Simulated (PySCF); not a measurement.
# CoF₂⁺: a ladder of methods

How much do the numbers for CoF₂⁺ (quintet) hang on the method? All levels run at one geometry, the PBE0 minimum.

Method: several methods, basis Co def2-TZVP, F def2-TZVP, no relativity, density fitting; program: PySCF 2.14.0.

### 1 The system as given

3 atoms, charge 1, spin multiplicity 5.

Bond lengths: Co1–F2 1.661 Å, Co1–F3 1.661 Å. Angles: F2–Co1–F3 180.0°.

Z-matrix (Å, degrees; charge 1 multiplicity 5):
```
Co
F  1 1.6613
F  1 1.6613 2 180.00
```

### 2 PBE0

One driver script runs all steps and calls PySCF; scf.py shows the equivalent input of each level. Each SCF starts from the density of the minimum. The driver also runs the species with one electron less or more at the same geometry (one less: multiplicity 6, one more: multiplicity 4); their logs are not shown.

Input file scf.py:

```python
from pyscf import gto, scf, dft
mol = gto.M(atom='''
Co     0.000000     0.000000     0.000000
F      0.000000    -0.000000     1.661271
F      0.000000    -0.000000    -1.661271''',
    basis={'Co': 'def2-TZVP', 'F': 'def2-TZVP'},
    charge=1, spin=4)
mf = dft.UKS(mol, xc='PBE0')
mf.grids.atom_grid = (99, 590)
aux = {'Co': 'def2-universal-JKFIT', 'F': 'def2-universal-JKFIT'}
mf = mf.density_fit(auxbasis=aux)
mf.kernel()
```

### 3 HF

scf.py: that of step 2 with these lines changed.

```diff
@@ -8,2 +8 @@
-mf = dft.UKS(mol, xc='PBE0')
-mf.grids.atom_grid = (99, 590)
+mf = scf.UHF(mol)
```

### 4 MP2

scf.py: that of step 3 with these lines changed.

```diff
@@ -11,0 +12,2 @@
+from pyscf.mp import dfump2
+dfump2.DFUMP2(mf, frozen=7).kernel()  # the driver gives MP2 a fitting basis of its own (RI)
```

### 5 PBE

scf.py: that of step 4 with these lines changed.

```diff
@@ -8 +8,2 @@
-mf = scf.UHF(mol)
+mf = dft.UKS(mol, xc='PBE')
+mf.grids.atom_grid = (99, 590)
@@ -12,2 +12,0 @@
-from pyscf.mp import dfump2
-dfump2.DFUMP2(mf, frozen=7).kernel()  # the driver gives MP2 a fitting basis of its own (RI)
```

(Steps that only read results are left out.)

Before running it: what results should come out? Wanted: vertical ionisation energy, range; vertical electron affinity, range; orbital gap, range.

**Answer**, as computed:

| quantity | value |
| --- | --- |
| vertical ionisation energy, range | 18.89 (HF) to 21.98 (MP2) eV |
| vertical electron affinity, range | 10.07 (HF) to 11.55 (MP2) eV |
| orbital gap, range | 1.36 (PBE) to 15.10 (HF) eV |

What this shows: The vertical ionisation energy spreads over 3.10 eV, from HF to MP2; without a CCSD(T) value for it there is no yardstick here. Open d and f shells are described by one determinant, and the ground state may have another occupation or spin.
